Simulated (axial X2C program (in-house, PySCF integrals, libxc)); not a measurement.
**A two-component session on SnC: properties at the nuclei**

Wanted for SnC: properties at the nuclei, at the two-component level.

Computed with an in-house X2C program for linear molecules on PySCF integrals. Level: two-component X2C with atomic mean-field terms, Sn dyall-cv3z, C dyall-v3z.

All values are calculated.

## 1. The job

File task.json:

```json
{"zs": [50, 6], "q": 0, "bas": ["dyall-cv3z", "dyall-v3z"], "r0": 1.97, "levels": ["PBE0", "HF", "PBE", "BP86", "TPSSh"], "nst": 3}
```

Keys: zs atomic numbers; q charge; bas basis sets; r0 starting distance in Å; levels methods (HF also brings MP2); nst determinants followed.

Run with:

```
> python soeom.py task.json out
```

Further steps of the session: Expectation values, lowest determinant; Expectation values, a higher determinant; Expectation values, a higher determinant.

Before running it: what results should come out? Wanted: lowest determinant; Eeff magnitude; Ws magnitude Sn; A∥/gI Sn; qzz Sn; higher determinant (for each run or level that gives them).

As calculated:

| quantity | value |
| --- | --- |
| lowest determinant | Ω = 2 (excess of +ω over −ω: ω = 1/2, ω = 3/2) |
| Eeff magnitude (GV/cm), PBE0 | 1.55 |
| Ws magnitude Sn (kHz), PBE0 | 0.554 |
| A∥/gI Sn (MHz), PBE0 | 324 |
| qzz Sn (a.u.), PBE0 | -2.57 |
| higher determinant | Ω = 1 (excess of +ω over −ω: ω = -1/2, ω = 3/2) |
| Eeff magnitude (GV/cm), PBE0, higher determinant | 1.14 |
| Ws magnitude Sn (kHz), PBE0, higher determinant | 0.864 |
| A∥/gI Sn (MHz), PBE0, higher determinant | -63.2 |
| qzz Sn (a.u.), PBE0, higher determinant | -8.45 |
| higher determinant | Ω = 1 (excess of +ω over −ω: 2 × ω = 1/2) |
| Eeff magnitude (GV/cm), PBE0, higher determinant | 3 |
| Ws magnitude Sn (kHz), PBE0, higher determinant | 1.76 |
| A∥/gI Sn (MHz), PBE0, higher determinant | 539 |
| qzz Sn (a.u.), PBE0, higher determinant | -2.61 |

**Reading.** In the first state, the effective field runs from 0.198 to 2.26 GV/cm over the mean-field levels, so the levels don't agree on it. The expectation values come from single determinants, which for open shells can mix terms of unlike spin or miss the lowest Ω, so a determinant need not be a state. Eeff is the effective electric field on the electron dipole moment in this Ω state and Ws the scalar–pseudoscalar constant (defined with the proton number Z and per Ω); A∥ is the parallel hyperfine constant, which follows by multiplying with the nuclear g factor gI = μI/(I μN); qzz is the electric field gradient, eQq0 = 234.96 MHz × Q/barn × qzz; μ is positive if C is the positive end. The operators were transformed with the bare-nucleus X2C matrices.
